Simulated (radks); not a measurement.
**Ionisation energy and size from Ni²⁺ to Pt²⁺**

One table from this session's results is given with a row withheld; the runs are named, their logs left out.

Method: Dirac Kohn-Sham, LDA (Slater exchange, Perdew-Wang correlation), spin-unpolarised, spherical densities, finite nucleus; open shells fill j = l - 1/2 first. Code: radks (a radial shooting solver on a logarithmic mesh, Libxc functionals) version 1.

**The system**

| Item | Value |
| --- | --- |
| species | Ni²⁺, Pd²⁺, Pt²⁺ |
| runs | 6, each species and its next ion |

The first run:

Input:

```text
Z 28
configuration [Ar] 3d8
relativity Dirac
functional lda,pw
spin unpolarised
j_filling energy
nucleus finite rms 3.7757 fm
c 137.035999084
```

Among the steps run: Ni²⁺, [Ar] 3d8.

One table of the session follows, with a row left open; its other results are not shown here.

It belongs to the step «Ni²⁺, [Ar] 3d8». Radial moments (bohr):

```
level     <r>  outermost maximum (interpolated)  90 % within  nodes
2s1/2  0.2452                             0.205        0.380      1
2p1/2  0.2133                             0.163        0.350      0
2p3/2  0.2165                             0.166        0.354      0
3s1/2  0.7421                             0.640         1.11      2
3p1/2  0.7731                             0.642         1.20      1
3p3/2       ?                                 ?            ?      ?
3d3/2  0.9653                             0.626         1.68      0
3d5/2  0.9711                             0.629         1.69      0
```

Q: Estimate the row for 3p3/2 from the others.

**Answer.** <r>: 0.7833; outermost maximum (interpolated): 0.650; 90 % within: 1.21; nodes: 1. In the column «<r>» it lies between 3p1/2 (0.7731) and 3d3/2 (0.9653).

Limits of these values: Spin polarisation and multiplet splitting are left out, so open shells lie too high by an amount that depends on their filling.
